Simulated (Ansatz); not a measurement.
Task: a single point in a Gaussian basis of C2H5BSeSi, SMILES C#CB[SiH2][SeH], with the Ansatz DFT code, driven from Python. Give the script and its output. Settings: B3LYP, def2-SVPD basis, multiplicity 1, D4 dispersion.

```xyz
10

C     1.7515    1.6738    0.7792
C     1.2292    0.6122    0.6517
B     0.6000   -0.7866    0.4903
Si   -1.1006   -0.9897   -0.1694
Se   -1.3170   -0.1037   -2.2721
H     2.1154    2.7039    0.8668
H     1.3003   -1.7364    0.7919
H    -1.4723   -2.4135   -0.2308
H    -2.1080   -0.2926    0.7743
H    -0.9156    1.2814   -1.6791
```

Script `c2h5bsesi_energy.py`:
```python
from dataclasses import dataclass
import warnings

import ansatz as az
from ase import Atoms


@dataclass(frozen=True)
class Settings:
    basis: str = "def2-SVPD"
    xc: str = "b3lyp"
    dispersion: str = "d4"


opts = Settings()


def main() -> None:
    warnings.simplefilter("ignore", az.DeckWarning)

    atoms = Atoms(["C", "C", "B", "Si", "Se", "H", "H", "H", "H", "H"], positions=[
        (1.7515, 1.6738, 0.7792),
        (1.2292, 0.6122, 0.6517),
        (0.6, -0.7866, 0.4903),
        (-1.1006, -0.9897, -0.1694),
        (-1.317, -0.1037, -2.2721),
        (2.1154, 2.7039, 0.8668),
        (1.3003, -1.7364, 0.7919),
        (-1.4723, -2.4135, -0.2308),
        (-2.108, -0.2926, 0.7743),
        (-0.9156, 1.2814, -1.6791),
    ])
    mol = az.Crystal.molecule_from_ase(atoms)

    base = mol.calculation().basis(gaussian=opts.basis).functional(opts.xc, dispersion=opts.dispersion)
    result = base.run(threads=1)
    rep = result.report

    print("reference energy %16.6f eV" % rep["reference_energy_ev"])
    print("total energy     %16.6f eV" % rep["free_energy_ev"])
    print("occupied (up, down):", rep["n_occupied"], " virtual:", rep["n_virtual"], " frozen:", rep["n_frozen"])


if __name__ == "__main__":
    main()
```

```console
$ python c2h5bsesi_energy.py
reference energy    -76046.162041 eV
total energy        -76046.579055 eV
occupied (up, down): [35, 35]  virtual: [130, 130]  frozen: 0
```

Caveats:
- Total energies depend on the basis set; only differences at equal settings carry meaning.
- The geometry is a force-field or estimated start, not a minimum of this method, and the basis set is short of its limit.
- Total less reference energy is the dispersion correction.
- b3lyp holds the VWN-RPA fit, as in Gaussian; the form of ORCA and Turbomole is b3lyp5.
- It ran for 8.5 s on 1 thread of Arm Neoverse V2, with other jobs on the host, peak memory 0.45 GiB.

(Lines on the test bed's own set-up are left out of the output.)
